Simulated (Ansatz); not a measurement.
Consider a ranking of polymorphs by energy of 2 structures of MoPd (Ansatz's Python interface).

Script `polymorphs.py`:
```python
import warnings

import ansatz as az
import numpy as np
import spglib

PHASES = {
    'P-6m2': (
        [(2.7939, 0.0, 0.0), (-1.39695, 2.41958, 0.0), (0.0, 0.0, 4.56637)],
        [
            ('Mo', (2 / 3, 1 / 3, 0.5)),
            ('Pd', (1 / 3, 2 / 3, 0.0)),
        ],
    ),
    'R-3m': (
        [(1.38767, 0.80117, 4.64477), (-1.38767, 0.80117, 4.64477), (0.0, -1.60234, 4.64477)],
        [
            ('Mo', (0.0, 0.0, 0.0)),
            ('Pd', (0.5, 0.5, 0.5)),
        ],
    ),
}


def build(vectors, sites):
    crystal = az.Crystal(lattice=az.Lattice.of(vectors))
    for symbol, position in sites:
        crystal = crystal.atom(symbol, position)
    return crystal


def solve(name, crystal):
    calc = (
        crystal.calculation()
        .functional(az.Functional.R2SCAN)
        .basis(530)
        .kpoints(spacing=0.3)
        .occupations('fermi_dirac', width=0.05)
        .stress()
        .band_table()
    )
    calc = calc.relax(force_tolerance=0.01, cell=True)
    return calc.run()


def space_group(outcome):
    sites = outcome.report['lattice']['sites']
    kinds = sorted({site['symbol'] for site in sites})
    cell = (outcome.lattice.cell_ang, [site['position_frac'] for site in sites], [kinds.index(site['symbol']) for site in sites])
    return spglib.get_spacegroup(cell, symprec=0.01)


def pressure_gpa(outcome):
    return float(np.trace(outcome.report['stress_gpa']) / 3)

warnings.simplefilter('ignore')

phases = {name: build(*cell) for name, cell in PHASES.items()}

done = {}
for name, crystal in phases.items():
    try:
        done[name] = solve(name, crystal)
    except az.NonConvergedError as error:
        print(name, 'did not converge:', str(error)[:120])

energy = {name: o.report['energy_sigma0_ev'] / len(o.lattice.sites) for name, o in done.items()}
lowest = min(energy.values())
rows = [(name, len(o.lattice.sites), 1000 * (energy[name] - lowest), space_group(o), pressure_gpa(o)) for name, o in done.items()]
rows.sort(key=lambda row: row[2])
print('     phase       atoms  dE (meV/atom)  space group     P (GPa)')
for row in rows:
    print(f'{str(row[0]):>10}  {row[1]:10d}  {row[2]:13.1f}  {str(row[3]):>11}  {row[4]:10.2f}')
print('order:', ' < '.join(row[0] for row in rows))
```

Which of these structures comes out lowest, and how far apart are they?

By space group at the end of each run: P-6m2 (+0 meV an atom, 15.0 Å³) and R-3m (+47 meV an atom, 15.1 Å³).

The run itself:

```console
$ python polymorphs.py
     phase       atoms  dE (meV/atom)  space group     P (GPa)
     P-6m2           2            0.0  P-6m2 (187)       -0.02
      R-3m           2           47.2   R-3m (166)       -0.02
order: P-6m2 < R-3m
```

What to keep in mind:
- For the metals among these phases the mesh is modest: differences between phases can be off by up to 40 meV an atom.
- Pressure is positive in compression.
- The cells come from databases of deposited and of computed structures, and not all need be stable phases.
- The ranking holds among these structures alone, at zero temperature; the ground state may be another structure. Differences under about 40 meV an atom lie within the error of mesh and functional.
- Run time: 67 s on 1 thread of Arm Neoverse V2, with other jobs on the host, peak memory 0.57 GiB.
